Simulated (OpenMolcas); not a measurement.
**HF/ANO-RCC-VDZP (DKH2, RICD fitting) run of C6ClF5 (chloropentafluorobenzene)**

Aim: the vertical singlet–triplet gap of C6ClF5 (chloropentafluorobenzene) at HF/ANO-RCC-VDZP (DKH2, RICD fitting), from 2 runs. 

The results are computed with OpenMolcas 26.06.

1 further run of the same task is left out (it didn't finish).

## 1. Starting point

C6ClF5 has 12 atoms, charge 0, and is taken as a singlet. SMILES: `Fc1c(F)c(F)c(Cl)c(F)c1F`. The coordinates come from a GFN2-xTB relaxation.

Bond lengths: F1–C2 1.331 Å, C2–C3 1.393 Å, C3–F4 1.331 Å, C3–C5 1.392 Å, C5–F6 1.331 Å, C5–C7 1.395 Å, C7–Cl8 1.713 Å, C7–C9 1.395 Å, C9–F10 1.331 Å, C2–C11 1.393 Å, C9–C11 1.392 Å, C11–F12 1.331 Å. Some angles: F1–C2–C3 120.2°, F1–C2–C11 120.1°, C3–C2–C11 119.7°, C2–C3–F4 120.0°, C2–C3–C5 119.9°, F4–C3–C5 120.1°, C3–C5–F6 119.4°, C3–C5–C7 120.9°, F6–C5–C7 119.7°, C5–C7–Cl8 120.7°.

## 2. Energy and gradient at HF/ANO-RCC-VDZP (DKH2, RICD fitting)

Input file job.input:

```
>>> EXPORT MOLCAS_PRINT=2

&gateway
  coord
  12
  angstrom
  F       -0.385920      -1.941870      -1.922030
  C       -0.199820      -1.005380      -0.995090
  C       -0.936680       0.175850      -1.036170
  F       -1.829710       0.370060      -2.004130
  C       -0.738600       1.152340      -0.064280
  F       -1.448920       2.276450      -0.113490
  C        0.192380       0.967740       0.957670
  Cl       0.431930       2.173380       2.151440
  C        0.924230      -0.219400       0.987410
  F        1.818310      -0.418150       1.953140
  C        0.732900      -1.202050       0.020500
  F        1.439920      -2.328990       0.065030
  basis = ANO-RCC-VDZP
  group = NoSym
  ricd

&seward
  relativistic = R02O02
  expert

&scf
  prorbitals = 0

&alaska
```

The run is started by

```
$ export MOLCAS_MEM=1860
$ pymolcas job.input > job.log
```

Standard output:

```text
--- Start Module: gateway ---
[...]
--- Stop Module: gateway /rc=_RC_ALL_IS_WELL_ ---
[...]
 ###    WARNING:  EXPERT option is ON!                                       ###
 ###############################################################################
               SEWARD will generate:
[...]
      Basis functions          172
[...]
--- Start Module: scf ---
[...]
       Convergence after  15 Iterations
[...]
::    Total SCF energy                              -1186.0349477130
[...]
      Total spin, S                                     0.0000000000
[...]
      Total electronic charge=   98.000000
      Total            charge=   -0.000000
[...]
      Dipole Moment (debye):
      Origin of the operator (angstrom)=    0.0350    0.1764    0.1746
                   X=  9.8260E-02               Y=  4.9589E-01               Z=  4.8965E-01           Total=  7.0379E-01
      Quadrupole Moment (debye*angstrom):
[...]
--- Stop Module: scf /rc=_RC_ALL_IS_WELL_ ---
[...]
--- Start Module: alaska ---
[...]
 *              Molecular gradients               *
 **************************************************
  Irreducible representation: a
 ------------------------------------------------------------------------------------------
                              X                       Y                       Z
 ------------------------------------------------------------------------------------------
  F1               -3.65927030263302E-03   -1.84678784347270E-02   -1.82804441274023E-02
  C2                5.14709890922171E-04    2.37535563566205E-03    2.44391845277114E-03
  C3                3.28833751605018E-03   -1.19471475257205E-03    3.15149956455762E-03
  F4               -1.58540044007474E-02    3.74970619914405E-03   -1.69618270070124E-02
  C5                2.75458431852460E-03   -3.64343530729716E-03    7.22893473087849E-04
  F6               -1.19766785582680E-02    2.15181539080618E-02    1.10270082733210E-03
  C7                2.40869639260866E-03    1.25567720853672E-02    1.23282092782908E-02
  CL8              -1.16838402311359E-04   -5.76564442887673E-04   -5.64594292622900E-04
[...]
--- Stop Module: alaska /rc=_RC_ALL_IS_WELL_ ---
[...]
```

It took 2.8 min on 1 thread of Intel Xeon Platinum 8175M at 2.50GHz (Skylake/Cascade Lake), shared host; peak memory 0.46 GiB.

## 3. The triplet

Input file job.inp:

```
* C6ClF5 Hartree-Fock

&gateway
  coord
  12
  angstrom
  F       -0.385920      -1.941870      -1.922030
  C       -0.199820      -1.005380      -0.995090
  C       -0.936680       0.175850      -1.036170
  F       -1.829710       0.370060      -2.004130
  C       -0.738600       1.152340      -0.064280
  F       -1.448920       2.276450      -0.113490
  C        0.192380       0.967740       0.957670
  Cl       0.431930       2.173380       2.151440
  C        0.924230      -0.219400       0.987410
  F        1.818310      -0.418150       1.953140
  C        0.732900      -1.202050       0.020500
  F        1.439920      -2.328990       0.065030
  basis
  ANO-RCC-VDZP
  group
  NoSym
  ricd

&seward
  relativistic
  R02O02
  expert

&scf
  uhf
  spin
  3
  prorbitals
  0

&alaska
```

The run is started by

```
$ export MOLCAS_MEM=1860
$ pymolcas job.inp > job.log
```

Standard output:

```text
--- Start Module: gateway ---
[...]
--- Stop Module: gateway /rc=_RC_ALL_IS_WELL_ ---
[...]
 ###    WARNING:  EXPERT option is ON!                                       ###
 ###############################################################################
               SEWARD will generate:
[...]
      Basis functions          172
[...]
--- Start Module: scf ---
[...]
       Convergence after  57 Iterations
[...]
::    Total SCF energy                              -1185.9011454925
[...]
      Total spin, S                                     1.1159142095
[...]
      Total electronic charge=   98.000000
      Total            charge=   -0.000000
[...]
      Dipole Moment (debye):
      Origin of the operator (angstrom)=    0.0350    0.1764    0.1746
                   X=  1.8168E-01               Y=  9.1414E-01               Z=  9.0408E-01           Total=  1.2985E+00
      Quadrupole Moment (debye*angstrom):
[...]
--- Stop Module: scf /rc=_RC_ALL_IS_WELL_ ---
[...]
--- Start Module: alaska ---
[...]
 *              Molecular gradients               *
 **************************************************
  Irreducible representation: a
 ------------------------------------------------------------------------------------------
                              X                       Y                       Z
 ------------------------------------------------------------------------------------------
  F1               -2.82777987269744E-03   -1.42499184660139E-02   -1.40918737746212E-02
  C2                7.11295581903160E-03    3.56908538153662E-02    3.53451723807234E-02
  C3                2.35491275928843E-02   -6.63467130238629E-02   -1.99593478972240E-02
  F4               -1.62077835803913E-02    5.98725667874334E-03   -1.57483911435463E-02
  C5                8.54910904444814E-02    8.99800434411713E-03    1.13122008753439E-01
  F6               -1.40485588723163E-02    1.77358835874379E-02   -4.29537199637631E-03
  C7               -1.68776506770585E-02   -8.40687220493583E-02   -8.34065636651133E-02
  CL8               1.77760338135435E-03    8.93122210206343E-03    8.84166552560828E-03
[...]
--- Stop Module: alaska /rc=_RC_ALL_IS_WELL_ ---
[...]
```

Wall time 6.2 min (1 thread of Intel Xeon Platinum 8175M at 2.50GHz (Skylake/Cascade Lake), shared host); peak memory 0.47 GiB.

## 4. Results

At HF/ANO-RCC-VDZP (DKH2, RICD fitting):

| quantity | value |
| --- | --- |
| singlet: total energy | -1186.03495 Eh |
| singlet: dipole moment | 0.70 D |
| singlet: HOMO energy | -10.53 eV |
| singlet: LUMO energy | 2.09 eV |
| singlet: HOMO–LUMO gap | 12.62 eV |
| singlet: largest force on an atom | 1.349 eV/Å |
| triplet: total energy | -1185.90115 Eh |
| triplet: dipole moment | 1.30 D |
| triplet: HOMO energy (highest over α and β) | -7.07 eV |
| triplet: LUMO energy (lowest over α and β) | -1.49 eV |
| triplet: ⟨S²⟩ | 2.361 |
| triplet: largest force on an atom | 7.306 eV/Å |
| vertical energy of the triplet above the singlet | 3.641 eV |

In words: At this shape the triplet lies 3.64 eV (84 kcal/mol) above the singlet. The largest force (singlet) is 1.35 eV/Å: the shape isn't a stationary point for this species at this level. Mulliken charges (singlet) run from -0.28 on F10 to +0.34 on C5; they depend strongly on the basis. ⟨S²⟩ (triplet) is 2.36 where a pure triplet has 2.00: the reference is spin-contaminated.
